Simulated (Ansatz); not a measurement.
A nudged elastic band was laid between two geometries of a periodic cell of 17 atoms, LiSi16 (host Si, host structure diamond, interstitial Li), cell charge +1.

These are results of DFT PBE-D3(BJ), scalar-relativistic, plane waves, PAW in Ansatz, not measurements. Settings: PAW set soft_1, cutoff 420 eV, k mesh 2x2x2, fermi-dirac smearing 0.05 eV, no spin polarisation.

```
movable images  : 7
climbing image  : yes
spring          : 5.0 eV/Å²
optimiser       : fire
start path      : straight line
force threshold : 0.05 eV/Å
iteration limit : 40
end points      : relaxed
```

First end point:

```xyz
17
Lattice="0.0000 5.4300 5.4300 5.4300 0.0000 5.4300 5.4300 5.4300 0.0000" Properties=species:S:1:pos:R:3
Si -0.063 0.016 0.062
Si 1.318 1.400 1.415
Si 2.702 2.781 0.062
Si 4.034 4.114 1.395
Si 2.684 0.035 2.745
Si 4.014 1.400 4.110
Si 5.367 2.781 2.726
Si 6.748 4.135 4.110
Si -0.047 2.766 2.744
Si 1.319 4.094 4.110
Si 2.702 5.446 2.726
Si 4.055 6.830 4.110
Si 2.685 2.766 5.476
Si 4.033 4.115 6.825
Si 5.383 5.464 5.476
Si 6.749 6.830 6.804
Li 6.750 1.399 4.109
```

Last end point:

```xyz
17
Lattice="0.0000 5.4300 5.4300 5.4300 0.0000 5.4300 5.4300 5.4300 0.0000" Properties=species:S:1:pos:R:3
Si -0.044 -0.031 -0.049
Si 1.323 1.296 1.318
Si 2.704 2.649 -0.066
Si 4.058 4.031 1.316
Si 2.690 -0.029 2.685
Si 4.039 1.319 4.034
Si 5.386 2.667 2.683
Si 6.753 4.033 4.010
Si -0.061 2.649 2.699
Si 1.321 4.031 4.053
Si 2.702 5.413 2.697
Si 4.035 6.745 4.030
Si 2.688 2.667 5.381
Si 4.015 4.033 6.748
Si 5.369 5.415 5.363
Si 6.751 6.768 6.746
Li 6.749 4.030 6.744
```

(1) Which bonds break or form, and what moves?

(2) What energy profile does the band end with?

(3) What is the geometry of the highest image?

Results:

(1) Contacts lost: Si1–Li17, Si6–Li17, Si7–Li17, Si12–Li17. Contacts made: Si4–Li17, Si9–Li17, Si14–Li17, Si15–Li17. The atom that moves furthest is Li17, by 3.72 Å; four of its nearest neighbours are Si11 2.39, Si7 2.39, Si3 2.40, Si1 2.40 Å at the first end and Si15 2.39, Si9 2.39, Si3 2.39, Si11 2.40 Å at the last.

(2) The forces met the threshold. The highest image is number 6 of 0 to 8, 0.58 eV above the ends, which have the same energy within 2 meV. The profile has 2 maxima (images 2, 6) with wells between them (image 4): this band takes more than one step, which may be the mechanism or a detour left from its start path. By the program's own check the climbing image is of a kind that is not told: the force calls were inconclusive, a negative curvature could not be distinguished from the path's own, the only one lies far off the path, or fixed occupations may fill a level only in part (lowest curvatures found: -2.13 and 0.88 eV/Å²). Limits of this set-up: coarse k mesh, a small cell, in which the defect meets its images, charged cell in a uniform background, uncorrected.

```tsv
image	path coordinate (Å)	energy (eV)	Si1–Li17 (Å)	Si6–Li17 (Å)	Si7–Li17 (Å)
0	0.00	0.00	2.40	2.74	2.39
1	0.62	0.25	2.33	2.50	2.33
2	1.24	0.58	2.34	2.35	2.34
3	1.86	0.28	2.49	2.33	2.49
4	2.47	0.00	2.73	2.40	2.73
5	3.09	0.26	3.06	2.76	3.06
6	3.70	0.58	3.51	3.37	3.51
7	4.33	0.26	4.02	4.02	4.02
8	4.95	0.00	4.50	4.69	4.50
```

(3) 
```xyz
17
Lattice="0.0000 5.4300 5.4300 5.4300 0.0000 5.4300 5.4300 5.4300 0.0000" Properties=species:S:1:pos:R:3:forces:R:3
Si 0.028 -0.025 0.014 0.01 0.00 0.00
Si 1.421 1.269 1.388 0.00 0.00 0.00
Si 2.791 2.639 -0.078 -0.01 0.00 0.00
Si 4.078 4.025 1.309 0.01 -0.01 -0.01
Si 2.827 0.079 2.792 0.00 0.01 0.01
Si 4.159 1.431 4.144 0.01 0.00 0.00
Si 5.458 2.731 2.688 0.01 0.00 0.00
Si 6.851 4.104 3.983 0.00 0.00 0.00
Si -0.044 2.640 2.756 -0.01 0.00 0.01
Si 1.322 4.026 4.063 0.00 -0.01 0.00
Si 2.623 5.325 2.609 0.00 -0.01 -0.01
Si 3.982 6.663 3.947 -0.01 0.00 0.00
Si 2.701 2.728 5.441 0.01 0.00 0.00
Si 4.014 4.102 6.815 0.00 0.01 0.01
Si 5.386 5.472 5.353 -0.01 0.01 0.00
Si 6.752 6.780 6.739 0.00 0.00 -0.01
Li 6.117 3.367 6.080 -0.01 0.00 0.00
```

The run took 21 min on 1 thread of Arm Neoverse V2, on a shared host, peak memory 0.92 GiB.
